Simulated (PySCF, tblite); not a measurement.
# BFH₈OSi₃, a small molecule taken as a stand-in for a surface group (Si site with back bonds O[SiH3], [H], [BH][SiH3]): NMR shifts, core binding energies and electronic excitations

Aim: the NMR shifts, core binding energies and electronic excitations of `F[SiH](B[SiH3])O[SiH3]`.

Programs: tblite 0.8.0 and PySCF 2.14.0. All values are calculated, for the isolated system unless a continuum is named. Atoms count from 0, parts from 1.

## Step 1: The system as given

14 atoms, charge 0, multiplicity 1; geometry: distance geometry start.

## Step 2: Relaxing the cluster with GFN2-xTB

Job settings and geometry (Å):

```
{"job": {"kind": "relax", "xc": "GFN2-xTB", "basis": "xTB"}, "charge": 0, "multiplicity": 1}
Si    -0.325162     0.207085     0.483353
O     -1.370770    -0.616482    -0.561213
Si    -2.984532    -0.252972    -0.046531
B      1.393787     0.546961    -0.342835
Si     3.017162    -0.424131     0.047473
F     -1.052966     1.738523     0.701757
H     -0.253094    -0.505555     1.730633
H     -3.882831    -0.017149    -1.179903
H     -3.492556    -1.275927     0.862456
H     -2.949371     1.003076     0.695845
H      1.531042     1.610359    -0.862676
H      2.777624    -1.802328     0.436478
H      3.814222    -0.442288    -1.207639
H      3.817619     0.252364     1.035707
```

Level: GFN2-xTB geometry optimisation, gas phase.

On the command line:

```
OMP_NUM_THREADS=1 python cluster_run.py task.json out
```

One launch serves the whole session: the jobs run in the order shown.

**Question.** The jobs that follow are: PBE0-D3(BJ)/def2-SVP geometry optimisation, gas phase; GIAO PBE0/pcSseg-1 NMR shielding, non-relativistic, gas phase; delta-SCF UKS SCAN, pcX-2 on the ionised atom, pcseg-1 elsewhere, spin-free X2C; TDDFT CAM-B3LYP/def2-SVPD, vertical, gas phase, core orbitals frozen in the response. Predict: point group; rotational constants (main isotopes); ¹H shifts against TMS (PBE0/pcSseg-1); ²⁹Si shifts against TMS (PBE0/pcSseg-1); ¹⁷O shifts against H2O (PBE0/pcSseg-1); ¹¹B shifts against BF3·OEt2 (PBE0/pcSseg-1); ¹⁹F shifts against CFCl3 (PBE0/pcSseg-1); Si2p binding energies, SCAN/pcX-2 (standing for 2 of 3 atoms); O1s binding energies, SCAN/pcX-2; F1s binding energies, SCAN/pcX-2; lowest singlet (CAM-B3LYP/def2-SVPD); brightest single state of those computed; lowest triplet; vertical ionisation energy (ΔSCF); vertical electron affinity (ΔSCF).

The runs gave:

| quantity | value |
| --- | --- |
| point group | C1 |
| rotational constants (main isotopes) | 1.94, 1.23, 0.91 GHz |
| ¹H shifts against TMS (PBE0/pcSseg-1) | 13.09, 5.35, 5.32, 4.97, 4.80, 4.27, 3.99, 3.87 ppm |
| ²⁹Si shifts against TMS (PBE0/pcSseg-1) | -20.8, -34.8, -95.4 ppm |
| ¹⁷O shifts against H2O (PBE0/pcSseg-1) | 47.4 ppm |
| ¹¹B shifts against BF3·OEt2 (PBE0/pcSseg-1) | 145.7 ppm |
| ¹⁹F shifts against CFCl3 (PBE0/pcSseg-1) | -155.7 ppm |
| Si2p binding energies, SCAN/pcX-2 (standing for 2 of 3 atoms) | Si0 108.17, Si2 107.98 eV |
| O1s binding energies, SCAN/pcX-2 | O1 538.09 eV |
| F1s binding energies, SCAN/pcX-2 | F5 692.06 eV |
| lowest singlet (CAM-B3LYP/def2-SVPD) | 3.29 eV (377 nm), f = 0.000 |
| brightest single state of those computed | state 6, 6.43 eV, f = 0.055 |
| lowest triplet | 2.57 eV |
| vertical ionisation energy (ΔSCF) | 9.98 eV |
| vertical electron affinity (ΔSCF) | 1.38 eV |

**Reading.** The start of the PBE0/def2-SVP relaxation was shaken at random by about 0.01 Å, so part of the energy gained, and of the first lengths quoted, undoes that. Relaxing lowered the energy by 0.418 eV in 19 steps; the close pair that moved most is B3–H10, from 1.143 to 1.209 Å (PBE0/def2-SVP). No frequency check was run at this level, so the end point may be a saddle. Hydrogens of an XH3 group are listed apart at this fixed geometry; free rotation makes them one line at their mean. At PBE0/pcSseg-1: The widest tensor belongs to B3: span 344 ppm, with a paramagnetic part of -252 ppm. At SCAN/pcX-2: The Si2p levels kept as sound span 0.19 eV, from Si2 (silicon bonded to O, 3 H) up to Si0 (silicon bonded to B, F, O, H). Only 2 of the 3 Si atoms are covered by sound results. The first singlet state (HOMO→LUMO 0.95) lies at 3.29 eV and is dark; of the 6 states computed, the strongest absorption comes from state 6 at 6.43 eV (the last computed, so partners may be missing). The lowest triplet lies 0.72 eV below the lowest singlet (triplets in Tamm-Dancoff, singlets in full TDDFT). ΔSCF puts the ionisation energy at 9.98 eV, 0.70 eV above −ε(HOMO). A capped cluster stands for the solid here, so long-range fields and strain are missing, and bands or shifts of the capping hydrogens have no counterpart in it.
